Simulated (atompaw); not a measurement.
**Mn: generating and testing a PAW (atompaw) potential**

Aim: build the potential from the settings below, then test how well it stands in for the atom: scattering, ghost states and the plane-wave cutoff that it needs.

The numbers are computed with atompaw 4.2.0.5 (LDA (PW92), scalar-relativistic, spin-unpolarised reference atom).

### 1 Settings

Typed settings, in words:

```
element                 : manganese (Mn, Z = 25)
type                    : PAW
frozen core             : [Ar]
valence charge          : 7
reference configuration : 3d5 4s1 4p1
partial waves           : 4s (bound): rc 2.75 bohr; 4s channel at 0.8 Ry: rc 2.75 bohr; 4p (bound): rc 2.75 bohr; 4p channel at 0.65 Ry: rc 2.75 bohr; 3d (bound): rc 1.95 bohr; 3d channel at 0.25 Ry: rc 1.95 bohr
local potential         : troulliermartins scheme with l = 3 at -0.5 Ry, radius 2.10 bohr
core correction         : smooth core density matched at 1.65 bohr
augmentation charge     : gaussian compensation charge, radius 2.00 bohr; PAW radius 2.75 bohr; waves and projectors: custom polynom2 7 10 vanderbiltortho
```

The outer shells as boxes (Hund's rule for the drawing; the calculation is spin-unpolarised):

```
[Ar] core
3d [↑ ][↑ ][↑ ][↑ ][↑ ]
4s [↑ ]
4p [↑ ][  ][  ]
```

### 2 The generation run

Input file Mn.input:

```
Mn 25
LDA-PW scalarrelativistic loggrid 1500 logderivrange -3 5 201
4 4 3 0 0 0
4 0 1
4 1 1
3 2 5
0 0 0
c
c
c
v
c
c
v
v
2
2.75 2.00 2.10 1.65
y
0.8
n
y
0.65
n
y
0.25
n
custom polynom2 7 10 vanderbiltortho gaussian
3 -0.5 troulliermartins
2.75
2.75
2.75
2.75
1.95
1.95
PWSCFOUT
UPFDX 0.0125d0 UPFXMIN -7.d0 UPFZMESH 25.d0
END
```

Launch:

```
atompaw < Mn.input > Mn.log
```

What does the calculation give? Wanted: cutoffs for 10 and 1 mRy, occupied levels; bound ghosts; largest phase difference near zero energy, channels read; lowest eigenvalue of the overlap; share of valence orbitals outside the PAW sphere; UPF file.

The runs gave:

```
                                                quantity                     value
               cutoffs for 10 and 1 mRy, occupied levels           21 Ry and 30 Ry
                                            bound ghosts                none found
largest phase difference near zero energy, channels read                 0.001 rad
         lowest eigenvalue of the overlap (Bessel basis)                 0.853 (s)
        share of valence orbitals outside the PAW sphere  4s 52 %, 4p 79 %, 3d 4 %
                                                UPF file                   written
```

It counts as soft on the atom at that tolerance, with 21 Ry needed at the looser tolerance. The slowest occupied level is 3d: taken alone it needs 25 Ry to come within 1 mRy, against 8 Ry for 4p. It is free of bound ghosts as far as tested. Near zero energy the phases of the channels with partial waves agree within 0.001 rad.
